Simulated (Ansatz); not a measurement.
Born–Oppenheimer molecular dynamics of a periodic cell of 20 atoms, NaLaMgTeO₆ (host NaLaMgTeO6, host structure Cm). It goes on from the last frame of an earlier run, with new velocities.

All numbers below come from DFT PBEsol, scalar-relativistic, plane waves, PAW (Ansatz 0.2.0). Settings: cutoff 420 eV, k mesh 2x2x1, fermi-dirac smearing 0.05 eV, no spin polarisation.

```yaml
ensemble: NVE (velocity Verlet)
time_step: 1 fs
steps_asked: 200
starting_velocities_drawn_for: 650 K
seed: 551363
```

Frames 10 fs apart, positions in Å, forces in eV/Å.

Velocities at 80.0 fs (Å/ps):

```
Na -2.33 11.42 -1.00
La -2.00 -3.79 -0.70
Mg 1.10 -0.37 0.84
Te 1.59 0.56 -0.39
O 1.64 -7.41 -4.95
O 6.03 1.40 -3.83
O -1.97 -3.95 4.48
O -0.37 -3.16 -5.89
O 1.55 -5.09 7.64
O 8.47 -1.26 6.15
Na -2.16 5.74 -5.49
La 1.14 2.24 -2.30
Mg -6.49 5.42 -2.01
Te 0.10 -1.16 2.17
O -2.59 -4.28 0.25
O -5.96 6.93 4.73
O -0.70 -8.06 4.01
O -5.51 2.88 1.12
O -0.43 6.93 6.93
O 8.48 0.84 2.32
```

```xyz
20
Lattice="1.6263 2.8539 4.6750 1.6263 -2.8539 4.6750 9.8839 0.0000 0.0000" Properties=species:S:1:pos:R:3:forces:R:3 time_fs=80.0 energy_less_start_eV=0.276 T=537
Na 9.929 0.177 3.397 -0.19 -0.11 0.03
La 6.662 -0.126 1.099 -0.20 0.30 0.55
Mg 9.886 0.264 -0.066 -0.06 -0.57 0.27
Te 3.256 0.112 2.337 2.47 -0.45 0.05
O 6.149 -1.477 6.234 -0.17 -0.10 -0.66
O 2.336 1.619 3.044 -0.56 0.93 0.98
O 2.175 -1.107 3.343 -0.26 -0.74 -0.22
O 6.173 1.621 6.280 -0.95 -0.10 -0.42
O 1.941 0.045 0.928 0.21 -0.20 -0.49
O 4.423 0.087 3.977 0.46 0.16 0.10
Na 6.286 0.008 7.998 0.24 0.06 0.29
La 3.187 0.107 5.940 -1.23 0.24 -0.20
Mg 6.527 -0.228 4.610 0.08 0.57 0.48
Te 9.771 -0.110 7.080 1.74 -0.52 -2.21
O 10.873 1.316 6.238 -0.73 0.49 -0.40
O 7.026 -1.763 3.396 0.07 -0.31 0.05
O 7.567 1.081 3.235 -1.16 0.28 0.01
O 10.895 -1.306 5.999 0.64 -0.18 -0.13
O 8.545 -0.184 5.565 -0.24 0.24 0.59
O 11.241 -0.105 8.362 -0.17 0.00 1.36
20
Lattice="1.6263 2.8539 4.6750 1.6263 -2.8539 4.6750 9.8839 0.0000 0.0000" Properties=species:S:1:pos:R:3:forces:R:3 time_fs=90.0 energy_less_start_eV=0.360 T=504
Na 9.903 0.287 3.388 -0.08 -0.40 0.12
La 6.641 -0.163 1.094 -0.02 0.21 0.65
Mg 9.895 0.250 -0.051 -0.18 -0.48 0.43
Te 3.281 0.115 2.335 1.96 -1.23 0.84
O 6.161 -1.550 6.170 -0.11 0.31 -0.14
O 2.381 1.659 3.037 -0.23 0.33 0.86
O 2.159 -1.156 3.376 0.75 0.47 -0.70
O 6.138 1.587 6.214 -1.02 -0.06 0.08
O 1.956 -0.011 0.983 -0.34 -0.08 -0.94
O 4.511 0.079 4.031 -0.60 0.11 -0.84
Na 6.270 0.066 7.949 0.35 -0.07 0.32
La 3.194 0.130 5.917 -1.32 0.36 0.18
Mg 6.465 -0.163 4.601 0.44 0.25 0.65
Te 9.778 -0.122 7.095 0.93 0.25 -0.73
O 10.830 1.292 6.229 -0.22 0.75 -0.26
O 6.980 -1.716 3.437 0.96 -1.28 -0.54
O 7.532 1.021 3.271 -0.44 1.33 -0.46
O 10.864 -1.289 6.005 0.94 -0.62 -0.11
O 8.531 -0.108 5.649 -0.55 0.09 0.11
O 11.309 -0.099 8.418 -1.23 -0.24 0.47
20
Lattice="1.6263 2.8539 4.6750 1.6263 -2.8539 4.6750 9.8839 0.0000 0.0000" Properties=species:S:1:pos:R:3:forces:R:3 time_fs=100.0 energy_less_start_eV=0.299 T=528
Na 9.873 0.380 3.384 0.07 -0.67 0.19
La 6.621 -0.198 1.093 0.03 0.08 0.74
Mg 9.897 0.217 -0.019 0.05 -0.36 0.21
Te 3.320 0.108 2.338 0.24 -0.91 0.67
O 6.166 -1.605 6.096 -0.15 0.53 0.26
O 2.412 1.716 3.078 0.19 -0.65 0.08
O 2.183 -1.181 3.369 0.84 0.74 -0.50
O 6.045 1.549 6.151 -0.49 -0.13 0.36
O 1.954 -0.071 0.986 -0.12 0.26 -0.45
O 4.565 0.077 4.037 -1.30 0.02 -1.33
Na 6.269 0.121 7.914 0.39 -0.21 0.42
La 3.192 0.156 5.894 -1.04 0.42 0.46
Mg 6.423 -0.090 4.617 1.03 -0.29 0.60
Te 9.792 -0.133 7.104 0.30 0.82 -0.36
O 10.773 1.311 6.205 0.24 0.43 0.01
O 6.987 -1.740 3.450 1.00 -0.88 -0.18
O 7.469 1.036 3.280 0.12 1.34 -0.62
O 10.886 -1.304 6.006 0.57 -0.12 0.33
O 8.485 -0.028 5.738 -0.50 -0.18 -0.53
O 11.307 -0.106 8.503 -1.47 -0.23 -0.36
20
Lattice="1.6263 2.8539 4.6750 1.6263 -2.8539 4.6750 9.8839 0.0000 0.0000" Properties=species:S:1:pos:R:3:forces:R:3 time_fs=110.0 energy_less_start_eV=0.150 T=589
Na 9.846 0.445 3.388 0.21 -0.89 0.23
La 6.600 -0.233 1.098 -0.16 0.09 0.82
Mg 9.901 0.169 0.019 0.24 -0.19 -0.16
Te 3.361 0.096 2.346 -1.37 -0.12 -0.18
O 6.163 -1.630 6.036 -0.19 0.44 0.38
O 2.452 1.739 3.126 0.04 -0.87 -0.50
O 2.254 -1.168 3.336 0.04 0.07 0.26
O 5.925 1.503 6.109 0.33 -0.27 0.26
O 1.946 -0.116 0.962 0.15 0.53 0.05
O 4.549 0.075 3.967 -0.41 -0.13 -0.87
Na 6.284 0.167 7.897 0.35 -0.37 0.53
La 3.183 0.185 5.875 -0.50 0.45 0.53
Mg 6.418 -0.028 4.656 0.95 -0.53 0.29
Te 9.807 -0.138 7.110 -0.35 1.25 -1.10
O 10.729 1.355 6.181 0.50 -0.10 0.16
O 7.052 -1.813 3.454 0.44 0.28 0.62
O 7.411 1.125 3.256 0.09 0.16 -0.26
O 10.942 -1.326 6.026 0.08 0.55 0.52
O 8.411 0.043 5.797 0.06 -0.32 -0.84
O 11.223 -0.127 8.568 -0.49 -0.02 -0.76
20
Lattice="1.6263 2.8539 4.6750 1.6263 -2.8539 4.6750 9.8839 0.0000 0.0000" Properties=species:S:1:pos:R:3:forces:R:3 time_fs=120.0 energy_less_start_eV=0.526 T=436
Na 9.828 0.473 3.401 0.29 -0.99 0.25
La 6.578 -0.267 1.108 -0.48 0.38 0.84
Mg 9.914 0.115 0.053 0.28 0.08 -0.28
Te 3.392 0.082 2.352 -2.71 0.68 -1.95
O 6.148 -1.629 5.998 -0.16 0.10 0.32
O 2.492 1.712 3.146 -0.42 -0.49 -0.55
O 2.325 -1.151 3.318 -1.06 -0.82 0.91
O 5.822 1.442 6.081 0.85 -0.17 0.07
O 1.945 -0.130 0.940 0.08 0.51 0.23
O 4.514 0.066 3.853 1.59 -0.20 1.00
Na 6.313 0.198 7.903 0.27 -0.48 0.58
La 3.170 0.216 5.860 0.18 0.38 0.40
Mg 6.450 0.015 4.706 0.52 -0.67 -0.11
Te 9.821 -0.133 7.107 -0.80 1.53 -1.91
O 10.715 1.393 6.165 0.55 -0.36 0.13
O 7.141 -1.868 3.494 -0.40 1.38 0.98
O 7.356 1.222 3.215 -0.29 -1.40 0.15
O 11.004 -1.318 6.074 -0.15 0.62 0.13
O 8.342 0.095 5.809 0.72 -0.19 -0.67
O 11.112 -0.148 8.590 1.13 0.11 -0.54
20
Lattice="1.6263 2.8539 4.6750 1.6263 -2.8539 4.6750 9.8839 0.0000 0.0000" Properties=species:S:1:pos:R:3:forces:R:3 time_fs=130.0 energy_less_start_eV=0.581 T=414
Na 9.822 0.460 3.425 0.28 -0.92 0.19
La 6.553 -0.299 1.124 -0.54 0.95 0.63
Mg 9.937 0.064 0.076 0.14 0.51 -0.35
Te 3.403 0.073 2.344 -2.98 0.15 -1.85
O 6.125 -1.623 5.980 -0.02 -0.25 0.28
O 2.508 1.656 3.135 -0.66 -0.07 -0.15
O 2.339 -1.177 3.349 -0.94 -0.49 0.53
O 5.768 1.373 6.060 0.77 0.44 0.33
O 1.948 -0.114 0.932 0.01 0.26 0.32
O 4.565 0.045 3.791 1.58 -0.25 1.32
Na 6.354 0.208 7.932 0.18 -0.48 0.57
La 3.159 0.251 5.847 0.80 0.07 0.23
Mg 6.504 0.030 4.752 0.07 -0.96 -0.59
Te 9.828 -0.117 7.092 -1.50 1.37 -0.72
O 10.732 1.412 6.157 0.40 -0.29 0.04
O 7.210 -1.850 3.586 -0.38 0.91 -0.05
O 7.288 1.245 3.180 0.04 -1.08 -0.18
O 11.057 -1.275 6.130 -0.26 0.17 -0.43
O 8.315 0.136 5.782 1.24 -0.08 -0.10
O 11.065 -0.165 8.582 1.78 0.03 -0.02
20
Lattice="1.6263 2.8539 4.6750 1.6263 -2.8539 4.6750 9.8839 0.0000 0.0000" Properties=species:S:1:pos:R:3:forces:R:3 time_fs=140.0 energy_less_start_eV=0.388 T=492
Na 9.827 0.410 3.457 0.22 -0.68 0.05
La 6.525 -0.323 1.144 -0.19 1.63 0.28
Mg 9.966 0.033 0.085 -0.25 0.87 -0.47
Te 3.392 0.065 2.324 -1.72 -0.88 0.54
O 6.101 -1.630 5.979 0.23 -0.29 0.18
O 2.486 1.594 3.115 -0.47 0.14 0.34
O 2.301 -1.230 3.410 -0.04 0.43 -0.37
O 5.760 1.330 6.059 0.59 0.79 0.57
O 1.952 -0.083 0.942 0.03 -0.07 0.24
O 4.698 0.010 3.797 -0.76 -0.22 -0.38
Na 6.402 0.199 7.985 0.08 -0.36 0.51
La 3.153 0.285 5.836 1.05 -0.46 0.22
Mg 6.560 0.007 4.775 -0.34 -1.05 -0.87
Te 9.825 -0.091 7.071 -0.75 0.66 1.31
O 10.773 1.414 6.151 0.16 -0.05 0.05
O 7.259 -1.780 3.674 0.05 -0.29 -1.21
O 7.224 1.208 3.133 0.74 0.27 -0.52
O 11.095 -1.223 6.161 -0.41 -0.27 -0.72
O 8.359 0.170 5.747 1.05 -0.18 0.17
O 11.115 -0.178 8.570 0.71 0.01 0.08
20
Lattice="1.6263 2.8539 4.6750 1.6263 -2.8539 4.6750 9.8839 0.0000 0.0000" Properties=species:S:1:pos:R:3:forces:R:3 time_fs=150.0 energy_less_start_eV=0.476 T=457
Na 9.842 0.330 3.490 0.22 -0.38 -0.11
La 6.495 -0.337 1.167 0.31 2.01 0.01
Mg 9.984 0.036 0.075 -0.68 0.92 -0.43
Te 3.369 0.050 2.308 -0.92 -1.07 2.05
O 6.090 -1.653 5.987 0.43 0.00 -0.06
O 2.438 1.540 3.114 -0.02 0.22 0.55
O 2.258 -1.259 3.450 0.51 0.83 -0.97
O 5.789 1.330 6.089 0.57 0.37 0.21
O 1.958 -0.057 0.964 -0.07 -0.35 -0.22
O 4.793 -0.039 3.788 -1.80 -0.07 -0.85
Na 6.454 0.175 8.059 -0.03 -0.23 0.36
La 3.154 0.317 5.827 0.76 -0.99 0.36
Mg 6.603 -0.055 4.766 -0.50 -0.64 -0.65
Te 9.817 -0.060 7.059 1.65 -0.39 2.05
O 10.824 1.413 6.150 0.00 0.18 0.21
O 7.309 -1.724 3.694 0.05 -0.80 -1.43
O 7.201 1.183 3.059 0.86 0.87 -0.16
O 11.108 -1.184 6.151 -0.49 -0.34 -0.65
O 8.461 0.194 5.719 -0.16 -0.24 -0.29
O 11.208 -0.192 8.562 -0.68 0.07 0.01
20
Lattice="1.6263 2.8539 4.6750 1.6263 -2.8539 4.6750 9.8839 0.0000 0.0000" Properties=species:S:1:pos:R:3:forces:R:3 time_fs=160.0 energy_less_start_eV=0.303 T=527
Na 9.866 0.235 3.520 0.20 -0.11 -0.18
La 6.467 -0.337 1.189 0.72 1.81 -0.14
Mg 9.976 0.075 0.049 -0.86 0.68 -0.20
Te 3.338 0.028 2.306 -0.25 -0.39 2.44
O 6.103 -1.677 5.993 0.16 0.16 -0.20
O 2.388 1.498 3.145 0.42 0.19 0.36
O 2.244 -1.242 3.434 0.50 0.50 -0.99
O 5.851 1.352 6.130 0.33 -0.25 -0.38
O 1.959 -0.050 0.972 -0.16 -0.42 -0.69
O 4.787 -0.091 3.732 -1.27 0.16 -0.27
Na 6.504 0.141 8.148 -0.13 -0.14 0.13
La 3.160 0.342 5.820 0.15 -1.28 0.43
Mg 6.627 -0.142 4.730 -0.54 -0.03 -0.31
Te 9.821 -0.032 7.062 3.67 -1.48 0.91
O 10.875 1.423 6.161 -0.02 0.27 0.36
O 7.358 -1.710 3.633 -0.62 -0.15 -0.61
O 7.228 1.207 2.977 0.38 0.54 0.54
O 11.094 -1.164 6.102 -0.26 -0.12 -0.45
O 8.555 0.205 5.673 -1.10 -0.09 -0.63
O 11.263 -0.200 8.554 -1.33 0.14 -0.12
20
Lattice="1.6263 2.8539 4.6750 1.6263 -2.8539 4.6750 9.8839 0.0000 0.0000" Properties=species:S:1:pos:R:3:forces:R:3 time_fs=170.0 energy_less_start_eV=0.100 T=609
Na 9.898 0.135 3.542 0.09 0.10 -0.16
La 6.444 -0.324 1.211 0.90 1.17 -0.20
Mg 9.935 0.140 0.015 -0.69 0.24 0.04
Te 3.305 0.003 2.321 0.62 0.81 0.73
O 6.124 -1.692 5.988 -0.46 0.04 -0.11
O 2.362 1.468 3.196 0.53 0.20 0.03
O 2.255 -1.200 3.363 -0.43 -0.83 -0.13
O 5.931 1.361 6.150 -0.35 -0.37 -0.66
O 1.952 -0.068 0.942 0.08 -0.24 -0.58
O 4.709 -0.133 3.663 0.03 0.38 0.95
Na 6.549 0.102 8.243 -0.14 -0.10 -0.14
La 3.167 0.358 5.816 -0.23 -1.23 0.26
Mg 6.630 -0.231 4.683 -0.33 0.60 0.13
Te 9.852 -0.015 7.070 3.57 -1.93 -1.57
O 10.926 1.447 6.193 -0.02 0.15 0.36
O 7.368 -1.702 3.537 -1.43 0.91 0.45
O 7.276 1.260 2.927 -0.30 -0.25 1.00
O 11.065 -1.152 6.027 0.18 0.11 -0.31
O 8.590 0.210 5.596 -0.62 0.03 0.11
O 11.243 -0.200 8.539 -1.00 0.22 -0.19
20
Lattice="1.6263 2.8539 4.6750 1.6263 -2.8539 4.6750 9.8839 0.0000 0.0000" Properties=species:S:1:pos:R:3:forces:R:3 time_fs=180.0 energy_less_start_eV=0.121 T=601
Na 9.934 0.039 3.558 -0.10 0.24 -0.08
La 6.428 -0.303 1.231 0.77 0.46 -0.11
Mg 9.867 0.213 -0.018 -0.19 -0.40 0.18
Te 3.277 -0.015 2.341 1.32 1.72 -1.61
O 6.119 -1.705 5.977 -0.81 -0.10 0.13
O 2.366 1.450 3.251 0.25 0.08 -0.22
O 2.238 -1.208 3.285 -1.38 -1.90 0.69
O 5.989 1.351 6.133 -1.00 -0.05 -0.39
O 1.950 -0.099 0.880 0.33 0.01 0.09
O 4.630 -0.154 3.650 0.88 0.39 1.72
Na 6.589 0.057 8.331 -0.03 -0.08 -0.39
La 3.173 0.365 5.813 -0.05 -0.98 -0.12
Mg 6.621 -0.295 4.642 -0.14 1.28 0.69
Te 9.908 -0.011 7.068 0.57 -0.76 -2.42
O 10.975 1.480 6.246 -0.14 -0.05 0.19
O 7.301 -1.650 3.458 -0.67 0.05 -0.29
O 7.309 1.302 2.933 -0.48 -0.48 0.81
O 11.045 -1.134 5.933 0.38 0.30 -0.03
O 8.590 0.216 5.525 0.20 0.04 0.83
O 11.167 -0.186 8.515 0.28 0.24 0.34
```

Of the whole run (200 fs, mean temperature of the second half 528 K): The conserved energy stayed within 0.047 meV per atom of its start (net change 0.0056 meV per atom), so the integration is sound. A run of 0.2 ps of so small a system gives no equilibrium averages. Limits of this set-up: coarse k mesh.

The run took 11 min on 1 thread of Arm Neoverse V2 (shared host), peak memory 0.65 GiB.
